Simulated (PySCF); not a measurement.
# C5H8FNO2: the cost of one run

Programs: PySCF 2.14.0, with routines of our own; each step states its level. All values are computed. Atoms count from 0.

### 1 The starting structure

17 atoms, charge 0, multiplicity 1; geometry from: GFN2-xTB.

### 2 Magnetic properties: GIAO BHandHLYP/pcSseg-1

The job: settings as JSON, then the geometry in Å.

```
{"job": {"kind": "mag", "xc": "BHandHLYP", "basis": "pcSseg-1", "isotopologues": 0}, "charge": 0, "multiplicity": 1}
C      1.086665     1.782577    -0.044163
C      0.361734     0.483979    -0.361057
O      1.282194    -0.609168    -0.185711
C      1.304063    -1.554662    -1.104795
O      0.587509    -1.645698    -2.057823
C     -0.872838     0.298100     0.497736
N     -1.445997     1.308727     0.964933
C     -1.324477    -1.137378     0.662252
F     -2.522491    -1.187911     1.326114
H      0.372230     2.597637    -0.081321
H      1.506955     1.729044     0.955777
H      1.885405     1.953914    -0.760055
H      0.028359     0.472324    -1.410425
H      2.102400    -2.272956    -0.853989
H     -2.292168     1.116491     1.497416
H     -1.466607    -1.617742    -0.312332
H     -0.599934    -1.705250     1.257533
```

Level: GIAO BHandHLYP/pcSseg-1 magnetisability, rotational g tensor and spin-rotation constants, non-relativistic, gas phase.

Started as:

```console
> OMP_NUM_THREADS=1 python excited_run.py task.json out
```

The driver reads the jobs from task.json and runs them one after another.

**Question.** How long does this first job take on 1 thread of AMD EPYC 7B13, shared host, and how much memory does it need?

About 31 s, with a peak of 0.86 GiB.
